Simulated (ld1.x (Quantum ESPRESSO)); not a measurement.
# Pseudopotential generation for fluorine: RRKJ, PBEsol

Aim: build the potential from the settings below, then test how well it stands in for the atom: other configurations, scattering, ghost states and the plane-wave cutoff that it needs.

The numbers are computed with ld1.x (Quantum ESPRESSO) 7.5 (PBEsol, scalar-relativistic, spin-unpolarised reference atom).

## Step 1: Starting point

The settings as typed:

```json
{
 "element": "fluorine (F, Z = 9)",
 "type": "norm-conserving RRKJ (Kleinman–Bylander form)",
 "frozen core": "[He]",
 "valence charge": "7",
 "reference configuration": "2s2 2p5",
 "partial waves": "2p (bound): rc 1.25 bohr; 3d channel at 0.05 Ry: rc 1.30 bohr; 2s (bound): rc 0.85 bohr",
 "local potential": "the s channel",
 "core correction": "not asked for"
}
```

The outer shells as boxes (Hund's rule for the drawing; the calculation is spin-unpolarised):

```
[He] core
2s [↑↓]
2p [↑↓][↑↓][↑ ]
```

The nodes and maxima of the atom's own shells, from an earlier all-electron run, set the scale for the radii.

All-electron outer shells of the reference configuration (PBEsol, scalar-relativistic, ld1.x):

| shell | level (eV) | outermost node (bohr) | outermost maximum (bohr) |
| --- | --- | --- | --- |
| 1s | -661.16 | – | 0.11 |
| 2s | -29.72 | 0.24 | 0.76 |
| 2p | -11.05 | – | 0.71 |

## Step 2: The generation run

F.in

```
 &input
   title='F', zed=9., rel=1, dft='PBESOL', iswitch=3,
   config='[He] 2s2 2p5 3d-2',
   nld=3, rlderiv=1.40, eminld=-4.0, emaxld=5.0, deld=0.02
 /
 &inputp
   pseudotype=2, tm=.false., lloc=0,
   nlcc=.false.,
   file_pseudopw='F.UPF', file_wfcaegen='ae.wfc', file_wfcncgen='nc.wfc', file_beta='beta', file_chi='chi'
 /
3
2P  2  1   5.00   0.00  1.25  1.25  0.0
3D  3  2  -2.00   0.05  1.30  1.30  0.0
2S  1  0   2.00   0.00  0.85  0.85  0.0
 &test
   configts(1)='2s2 2p5'
 /
```

Command:

```sh
$ ld1.x < F.in > F.out
```

Output in F.out (without the banner and most projector matrices):

```text
     Program LD1 v.7.5
     --------------------------- All-electron run ----------------------------

     F
     scalar relativistic calculation

     atomic number is  9.00
     dft =PBESOL   lsd =0 sic =0 latt =0  beta=0.20 tr2=1.0E-14
     Exchange-correlation= PBESOL
                           (   1   4  10   8   0   0   0)
     mesh =1105 r(mesh) =  99.76081 a.u. xmin = -7.00 dx = 0.01250
     1 Ry =  13.60569312 eV, c = 137.03599908

     n l     nl                  e(Ry)          e(Ha)          e(eV)
     1 0     1S 1( 2.00)       -48.5945       -24.2973      -661.1624
     2 0     2S 1( 2.00)        -2.1844        -1.0922       -29.7204
     2 1     2P 1( 5.00)        -0.8123        -0.4061       -11.0517

     final scf error:  6.2E-15 reached in  22 iterations

     Etot =    -198.896219 Ry,     -99.448109 Ha,   -2706.120914 eV

     Ekin =     198.653027 Ry,      99.326514 Ha,    2702.812130 eV
     Encl =    -476.966171 Ry,    -238.483086 Ha,   -6489.455358 eV
     Eh   =      99.223089 Ry,      49.611545 Ha,    1349.998903 eV
     Exc  =     -19.806164 Ry,      -9.903082 Ha,    -269.476588 eV

     normalization and overlap integrals

     s(1S/1S) =  1.000000  <r> =   0.1767  <r2> =    0.0421  r(max) =   0.1139
     s(2S/2S) =  1.000000  <r> =   1.0060  <r2> =    1.2343  r(max) =   0.7617
     s(2P/2P) =  1.000000  <r> =   1.1047  <r2> =    1.6352  r(max) =   0.7066

     ------------------------ End of All-electron run ------------------------

     --------------------- Generating NC pseudopotential ---------------------

      Generating local pot.: lloc=0, matching radius rcloc =   0.8500

      Wfc   2P  rcut= 1.256  Estimated cut-off energy=      112.26 Ry
      This function has    0 nodes for 0 < r <    1.256

      Wfc   3D  rcut= 1.288  Estimated cut-off energy=      133.02 Ry
      This function has    0 nodes for 0 < r <    1.288

     ------------------- End of pseudopotential generation -------------------

     [... the all-electron block is printed once more ...]


     Computing logarithmic derivative in   1.39661
     Computing logarithmic derivative in   1.39661
     Computing the partial wave expansion
       no projector for channel:   0
     R is outside the sphere for l=    1 j= 0.00
     R is outside the sphere for l=    2 j= 0.00

     ---------------------- Testing the pseudopotential ----------------------

     F
     scalar relativistic calculation

     atomic number is  9.00   valence charge is  7.00
     dft =PBESOL   lsd =0 sic =0 latt =0  beta=0.20 tr2=1.0E-14
     mesh =1105 r(mesh) =  99.76081 xmin = -7.00 dx = 0.01250

     n l     nl             e AE (Ry)        e PS (Ry)    De AE-PS (Ry)
     1 0     2S   1( 2.00)       -2.18441       -2.18446        0.00006
     2 1     2P   1( 5.00)       -0.81228       -0.81229        0.00000

     eps = 3.8E-15  iter = 29

     Etot =    -198.896219 Ry,     -99.448109 Ha,   -2706.120914 eV
     Etotps =   -47.639726 Ry,     -23.819863 Ha,    -648.171488 eV

     Ekin =      32.981495 Ry,      16.490747 Ha,     448.736096 eV
     Encl =    -100.738378 Ry,     -50.369189 Ha,   -1370.615463 eV
     Ehrt =      41.877911 Ry,      20.938956 Ha,     569.778012 eV
     Ecxc =      -8.763201 Ry,      -4.381601 Ha,    -119.229429 eV
     Epseu=     -12.997552 Ry,      -6.498776 Ha,    -176.840705 eV

     ---------------------- End of pseudopotential test ----------------------
```

Run time: 1.7 s. Hardware: 1 thread of Intel Xeon 6975P-C, shared host. (Generation and the later configuration tests together.)

Partial waves on a coarse radial grid (AE all-electron, PS pseudo):

| r (bohr) | 2s AE | 2s PS | 2p AE | 2p PS |
| --- | --- | --- | --- | --- |
| 0.065 | -0.4263 | 0.0851 | 0.0678 | 0.0254 |
| 0.130 | -0.4031 | 0.1732 | 0.2072 | 0.0985 |
| 0.195 | -0.1957 | 0.2669 | 0.3618 | 0.2103 |
| 0.260 | 0.0659 | 0.3688 | 0.5055 | 0.3477 |
| 0.325 | 0.3194 | 0.4799 | 0.6275 | 0.4953 |
| 0.390 | 0.5381 | 0.5985 | 0.7252 | 0.6377 |
| 0.455 | 0.7129 | 0.7187 | 0.7990 | 0.7621 |
| 0.520 | 0.8434 | 0.8304 | 0.8509 | 0.8593 |
| 0.585 | 0.9338 | 0.9219 | 0.8838 | 0.9251 |
| 0.650 | 0.9898 | 0.9845 | 0.9008 | 0.9598 |
| 0.715 | 1.0177 | 1.0166 | 0.9050 | 0.9674 |
| 0.780 | 1.0232 | 1.0231 | 0.8991 | 0.9541 |
| 0.845 | 1.0115 | 1.0115 | 0.8853 | 0.9273 |
| 0.910 | 0.9869 | 0.9869 | 0.8656 | 0.8933 |
| 0.975 | 0.9530 | 0.9530 | 0.8417 | 0.8570 |
| 1.040 | 0.9126 | 0.9126 | 0.8146 | 0.8215 |
| 1.105 | 0.8681 | 0.8681 | 0.7854 | 0.7877 |
| 1.170 | 0.8211 | 0.8211 | 0.7550 | 0.7554 |
| 1.235 | 0.7731 | 0.7731 | 0.7239 | 0.7239 |
| 1.300 | 0.7250 | 0.7250 | 0.6926 | 0.6926 |
| 1.365 | 0.6777 | 0.6777 | 0.6614 | 0.6614 |
| 1.430 | 0.6317 | 0.6317 | 0.6306 | 0.6306 |
| 1.495 | 0.5873 | 0.5873 | 0.6005 | 0.6005 |
| 1.560 | 0.5449 | 0.5449 | 0.5712 | 0.5712 |
| 1.625 | 0.5046 | 0.5046 | 0.5428 | 0.5428 |
| 1.690 | 0.4665 | 0.4665 | 0.5154 | 0.5154 |

## Step 3: Testing the new file in other configurations

F.test.in

```
 &input
   title='F', zed=9., rel=1, dft='PBESOL', iswitch=2,
   config='[He] 2s2 2p5 3d-2'
 /
 &test
   file_pseudo='F.UPF', nconf=8,
   configts(1)='2s2 2p5',
   configts(2)='2s2 2p4',
   configts(3)='2s2 2p3',
   configts(4)='2s2 2p2',
   configts(5)='2s1 2p6',
   configts(6)='2s1 2p5',
   configts(7)='2s2 2p4.5',
   configts(8)='2s2 2p5.3'
 /
```

Command:

```sh
$ ld1.x < F.test.in > F.test.out
```

F.test.out, the pseudopotential blocks:

```text
     ---------------------- Testing the pseudopotential ----------------------

     F
     scalar relativistic calculation

     atomic number is  9.00   valence charge is  7.00
     dft =PBESOL   lsd =0 sic =0 latt =0  beta=0.20 tr2=1.0E-14
     mesh =1105 r(mesh) =  99.76081 xmin = -7.00 dx = 0.01250

     n l     nl             e AE (Ry)        e PS (Ry)    De AE-PS (Ry)
     1 0     2S   1( 2.00)       -2.18441       -2.18446        0.00006
     2 1     2P   1( 5.00)       -0.81228       -0.81229        0.00000

     eps = 8.0E-15  iter = 25

     Etot =    -198.896219 Ry,     -99.448109 Ha,   -2706.120914 eV
     Etotps =   -47.639726 Ry,     -23.819863 Ha,    -648.171488 eV

     Ekin =      32.981495 Ry,      16.490747 Ha,     448.736097 eV
     Encl =    -100.738378 Ry,     -50.369189 Ha,   -1370.615463 eV
     Ehrt =      41.877911 Ry,      20.938956 Ha,     569.778012 eV
     Ecxc =      -8.763201 Ry,      -4.381601 Ha,    -119.229429 eV
     Epseu=     -12.997552 Ry,      -6.498776 Ha,    -176.840705 eV

     ---------------------- End of pseudopotential test ----------------------

     ---------------------- Testing the pseudopotential ----------------------

     F
     [...]
     n l     nl             e AE (Ry)        e PS (Ry)    De AE-PS (Ry)
     1 0     2S   1( 2.00)       -3.46782       -3.47034        0.00252
     2 1     2P   1( 4.00)       -2.07413       -2.07083       -0.00330

     eps = 6.2E-15  iter = 32

     Etot =    -197.476466 Ry,     -98.738233 Ha,   -2686.804198 eV
     Etotps =   -46.220938 Ry,     -23.110469 Ha,    -628.867894 eV
     dEtot_ae =       1.419752 Ry
     dEtot_ps =       1.418788 Ry,   Delta E=       0.000964 Ry

     [...]
     ---------------------- End of pseudopotential test ----------------------

     ---------------------- Testing the pseudopotential ----------------------

     F
     [...]
     n l     nl             e AE (Ry)        e PS (Ry)    De AE-PS (Ry)
     1 0     2S   1( 2.00)       -4.97983       -4.98082        0.00099
     2 1     2P   1( 3.00)       -3.59242       -3.57354       -0.01888  !

     eps = 8.0E-15  iter = 28

     Etot =    -194.663071 Ry,     -97.331535 Ha,   -2648.526004 eV
     Etotps =   -43.417010 Ry,     -21.708505 Ha,    -590.718519 eV
     dEtot_ae =       4.233148 Ry
     dEtot_ps =       4.222715 Ry,   Delta E=       0.010432 Ry

     [...]
     ---------------------- End of pseudopotential test ----------------------

     ---------------------- Testing the pseudopotential ----------------------

     F
     [...]
     n l     nl             e AE (Ry)        e PS (Ry)    De AE-PS (Ry)
     1 0     2S   1( 2.00)       -6.68351       -6.67166       -0.01185  !
     2 1     2P   1( 2.00)       -5.33500       -5.27589       -0.05912  !

     eps = 5.8E-15  iter = 17

     Etot =    -190.217225 Ry,     -95.108612 Ha,   -2588.037188 eV
     Etotps =   -39.007341 Ry,     -19.503671 Ha,    -530.721916 eV
     dEtot_ae =       8.678994 Ry
     dEtot_ps =       8.632384 Ry,   Delta E=       0.046609 Ry

     [...]
     ---------------------- End of pseudopotential test ----------------------

     ---------------------- Testing the pseudopotential ----------------------

     F
     [...]
     n l     nl             e AE (Ry)        e PS (Ry)    De AE-PS (Ry)
     1 0     2S   1( 1.00)       -2.22012       -2.21946       -0.00066
     2 1     2P   1( 6.00)       -0.84401       -0.84652        0.00250

     eps = 8.3E-15  iter = 26

     Etot =    -197.522086 Ry,     -98.761043 Ha,   -2687.424894 eV
     Etotps =   -46.267203 Ry,     -23.133602 Ha,    -629.497366 eV
     dEtot_ae =       1.374132 Ry
     dEtot_ps =       1.372523 Ry,   Delta E=       0.001609 Ry

     [...]
     ---------------------- End of pseudopotential test ----------------------

     ---------------------- Testing the pseudopotential ----------------------

     F
     [...]
     n l     nl             e AE (Ry)        e PS (Ry)    De AE-PS (Ry)
     1 0     2S   1( 1.00)       -3.48092       -3.48680        0.00588  !
     2 1     2P   1( 5.00)       -2.08348       -2.08828        0.00480

     eps = 8.2E-15  iter = 57

     Etot =    -196.080875 Ry,     -98.040438 Ha,   -2667.816219 eV
     Etotps =   -44.821982 Ry,     -22.410991 Ha,    -609.834133 eV
     dEtot_ae =       2.815343 Ry
     dEtot_ps =       2.817744 Ry,   Delta E=      -0.002400 Ry

     [...]
     ---------------------- End of pseudopotential test ----------------------

     ---------------------- Testing the pseudopotential ----------------------

     F
     [...]
     n l     nl             e AE (Ry)        e PS (Ry)    De AE-PS (Ry)
     1 0     2S   1( 2.00)       -2.79410       -2.79552        0.00141
     2 1     2P   1( 4.50)       -1.40819       -1.40743       -0.00076

     eps = 9.3E-15  iter = 24

     Etot =    -198.344238 Ry,     -99.172119 Ha,   -2698.610838 eV
     Etotps =   -47.087843 Ry,     -23.543922 Ha,    -640.662746 eV
     dEtot_ae =       0.551980 Ry
     dEtot_ps =       0.551882 Ry,   Delta E=       0.000098 Ry

     [...]
     ---------------------- End of pseudopotential test ----------------------

     ---------------------- Testing the pseudopotential ----------------------

     F
     [...]
     n l     nl             e AE (Ry)        e PS (Ry)    De AE-PS (Ry)
     1 0     2S   1( 2.00)       -1.85443       -1.85378       -0.00065
     2 1     2P   1( 5.30)       -0.49277       -0.49279        0.00002

     eps = 5.8E-15  iter = 26

     Etot =    -199.091187 Ry,     -99.545594 Ha,   -2708.773594 eV
     Etotps =   -47.834720 Ry,     -23.917360 Ha,    -650.824518 eV
     dEtot_ae =      -0.194968 Ry
     dEtot_ps =      -0.194994 Ry,   Delta E=       0.000026 Ry

     [...]
     ---------------------- End of pseudopotential test ----------------------
```

The tests as a table, with energies relative to 2s2 2p5.

| valence configuration | charge | ΔE all-electron (eV) | error AE − PS (meV) |
| --- | --- | --- | --- |
| 2s2 2p4 | +1 | 19.317 | +13 |
| 2s2 2p3 | +2 | 57.595 | +142 |
| 2s2 2p2 | +3 | 118.084 | +634 |
| 2s1 2p6 | 0 | 18.696 | +22 |
| 2s1 2p5 | +1 | 38.305 | -33 |
| 2s2 2p4.5 | +0.5 | 7.510 | +1.3 |
| 2s2 2p5.3 | -0.3 | -2.653 | +0.4 |

## Step 4: Does it scatter like the atom?

Taken from the files of the generation run. The phase is arctan(r·u′/u) with u = r·R, unwrapped, with energies in Ry. A pole is an energy at which the radial function vanishes at the test radius. The pseudo phase is shifted by a multiple of π to meet the all-electron one at the reference energy. Levels narrower than the energy grid can be missing from the poles. The last column is the largest difference on the grid between −1 and +1 Ry.

```tsv
channel	radius (bohr)	reference (Ry)	poles AE	poles PS	window around the reference with phases within 0.05 rad (Ry)	largest difference near zero (rad)
s	1.40	-2.18	-0.29	-0.30	the whole range	0.001
p	1.40	-0.81	0.88	0.90	the whole range	0.004
d	1.40	0.05	none	none	the whole range	0.000
```

Phases (rad) along the scan:

| E (Ry) | p AE | p PS | s AE | s PS |
| --- | --- | --- | --- | --- |
| -4.00 | 1.145 | 1.146 | 0.847 | 0.846 |
| -3.52 | 1.097 | 1.098 | 0.596 | 0.595 |
| -3.04 | 1.028 | 1.030 | 0.103 | 0.102 |
| -2.56 | 0.920 | 0.923 | -0.589 | -0.589 |
| -2.08 | 0.731 | 0.734 | -1.062 | -1.062 |
| -1.60 | 0.348 | 0.351 | -1.304 | -1.304 |
| -1.12 | -0.353 | -0.352 | -1.439 | -1.439 |
| -0.64 | -0.977 | -0.977 | -1.525 | -1.526 |
| -0.16 | -1.293 | -1.292 | -1.586 | -1.587 |
| 0.32 | -1.457 | -1.455 | -1.633 | -1.634 |
| 0.80 | -1.558 | -1.554 | -1.672 | -1.673 |
| 1.28 | -1.628 | -1.623 | -1.706 | -1.708 |
| 1.76 | -1.683 | -1.677 | -1.737 | -1.740 |
| 2.24 | -1.730 | -1.722 | -1.768 | -1.771 |
| 2.72 | -1.774 | -1.763 | -1.798 | -1.802 |
| 3.20 | -1.817 | -1.802 | -1.830 | -1.835 |
| 3.68 | -1.861 | -1.843 | -1.865 | -1.872 |
| 4.16 | -1.911 | -1.886 | -1.904 | -1.913 |
| 4.64 | -1.969 | -1.934 | -1.949 | -1.961 |

## Step 5: Cutoff and ghost test in a Bessel basis

A separate test, outside the generator: the pseudo-atom's Hamiltonian at the reference potential is diagonalised in spherical Bessel functions j_l(qr) that vanish at 20 bohr, with q² up to the cutoff.

All-electron valence levels (Ry): 2p -0.8123, 2s -2.1844. The lowest levels of each channel (Ry) by cutoff; the last column sums, over occupied levels, occupation times the distance from the level at 400 Ry. A positive value at high cutoff is not a bound level.

| cutoff (Ry) | p #1 | d #1 | s #1 | f #1 | Σ f·Δε (mRy) |
| --- | --- | --- | --- | --- | --- |
| 8 | -0.0062 | 0.0807 | -1.9355 | 0.1213 | 4528.4 |
| 21 | -0.2645 | 0.0807 | -2.0210 | 0.1213 | 3066.0 |
| 45 | -0.7214 | 0.0807 | -2.1186 | 0.1213 | 586.5 |
| 80 | -0.8117 | 0.0807 | -2.1777 | 0.1213 | 16.6 |
| 100 | -0.8122 | 0.0807 | -2.1801 | 0.1213 | 9.3 |
| 140 | -0.8123 | 0.0807 | -2.1813 | 0.1213 | 6.4 |
| 200 | -0.8123 | 0.0807 | -2.1841 | 0.1213 | 0.8 |
| 260 | -0.8123 | 0.0807 | -2.1843 | 0.1213 | 0.3 |
| 400 | -0.8123 | 0.0807 | -2.1845 | 0.1213 | 0.0 |

The sum stays within 10 mRy from 100 Ry and within 1 mRy from 200 Ry. The sum leaves out empty levels, which can need more. Ghost test: no level below the all-electron spectrum of its channel (p, d, s, f tested).

## Step 6: Summary of results

```
                                                quantity                  value
               cutoffs for 10 and 1 mRy, occupied levels      100 Ry and 200 Ry
                                            bound ghosts             none found
                            largest test error (AE − PS)  +634 meV, for 2s2 2p2
largest phase difference near zero energy, channels read              0.004 rad
```

What this shows: By total energies transferability is poor: the largest error is 634 meV on 118.1 eV, for 2s2 2p2. That test lies far up in energy; among those under 40 eV, nearer to bonding, the largest error is 33 meV. The potential is hard: the looser tolerance needs 100 Ry. The slowest occupied level is 2s: taken alone it needs 180 Ry to come within 1 mRy, against 80 Ry for 2p. It is free of bound ghosts as far as tested. Near zero energy the phases of the channels with partial waves agree within 0.004 rad.
